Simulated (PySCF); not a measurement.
Molecule: C2GaFClH, in a box.

```
C Ga F Cl H
1.0
    14.00000    0.00000    0.00000
     0.00000   12.00000    0.00000
     0.00000    0.00000   14.00000
C Ga F Cl H
2 1 1 1 1
Direct
  0.59280 0.57728 0.61529
  0.52987 0.55007 0.56132
  0.43227 0.50912 0.47594
  0.35345 0.40234 0.50473
  0.40791 0.58408 0.34166
  0.64841 0.60116 0.66320
```

Program: PySCF 2.14.0. Alike in all runs: task atomic charges; potentials or basis pob-tzvp-rev2 (all-electron); no spin polarisation; cell as given; k mesh 1 × 1 × 1; smearing fixed. Hardware: 2 threads of AMD EPYC 7R43 64-Core Processor (Zen 3), on a shared host.

Question: Order these runs on this cell by their wall time, lowest first.
A. level wB97X; exxdiv ewald; three-centre integrals read from an earlier run's file
B. level PBE
C. level HCTH407; three-centre integrals read from an earlier run's file

Answer: C (25 s), B (51 s), A (250 s).

Caveats: relativity is left out, which matters for the heavier elements.
